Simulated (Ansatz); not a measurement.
# Ba2Be: the cost of one run

Computed with Ansatz 0.2.0 (DFT PBE, scalar-relativistic, plane waves, PAW, unless a step's input says otherwise).

### 1 Starting point

Symmetry: Fd-3m, No. 227, cubic system. The conventional cell has a = 8.297 Å, b = 8.297 Å, c = 8.297 Å, α = 90.00°, β = 90.00°, γ = 90.00°. Around Ba (site symmetry -3m) lie 6 Ba at 2.93 Å and 6 Be at 3.44 Å. Around Be (site symmetry -43m) lie 12 Ba at 3.44 Å and 4 Be at 3.59 Å.

Structure file:

```cif
data_structure
_symmetry_space_group_name_H-M 'P 1'
_symmetry_Int_Tables_number 1
_cell_length_a 5.8667
_cell_length_b 5.8667
_cell_length_c 5.8667
_cell_angle_alpha 60.000
_cell_angle_beta 60.000
_cell_angle_gamma 60.000
_cell_volume 142.78
loop_
_atom_site_label
_atom_site_type_symbol
_atom_site_fract_x
_atom_site_fract_y
_atom_site_fract_z
_atom_site_occupancy
Ba1 Ba 0.12500 0.12500 0.12500 1
Ba2 Ba 0.62500 0.12500 0.12500 1
Ba3 Ba 0.12500 0.12500 0.62500 1
Ba4 Ba 0.12500 0.62500 0.12500 1
Be1 Be 0.50000 0.50000 0.50000 1
Be2 Be 0.75000 0.75000 0.75000 1
```

The cell is invented: species swapped into a database cell of BiAu2 (Fd-3m, No. 227), with Be on the Bi sites and Ba on the Au sites. Lengths come from tabulated atomic sizes and are only a guess.

### 2 The guess as it stands, on a coarse mesh

input.yaml reads:

```yaml
crystal:
  lattice:
    - [0.0, 4.1484149, 4.1484149]
    - [4.1484149, 0.0, 4.1484149]
    - [4.1484149, 4.1484149, 0.0]
  atoms:
    - { symbol: Ba, position: [0.125, 0.125, 0.125] }
    - { symbol: Ba, position: [0.625, 0.125, 0.125] }
    - { symbol: Ba, position: [0.125, 0.125, 0.625] }
    - { symbol: Ba, position: [0.125, 0.625, 0.125] }
    - { symbol: Be, position: [0.5, 0.5, 0.5] }
    - { symbol: Be, position: [0.75, 0.75, 0.75] }
basis:
  ecutwfc: 420
kpoints:
  mp_grid: { grid: [4, 4, 4] }
hamiltonian:
  xc: pbe
scf:
  occupations: { method: gaussian, width: 0.1 }
  lower_state_search: "off"
output:
  forces: true
  stress: true
  eigenvalues: true
```

Run with:

```console
ansatz run input.yaml --threads 1 --pin off --max-ram 2560MiB --backend cpu --events-out ev --progress --plain --runs-dir out
```

**Question.** How long does this run take on 1 thread of Intel Xeon Platinum 8259CL at 2.50GHz (Skylake/Cascade Lake), shared host, and how much memory does it need?

About 2.9 s, with a peak of 0.41 GiB.
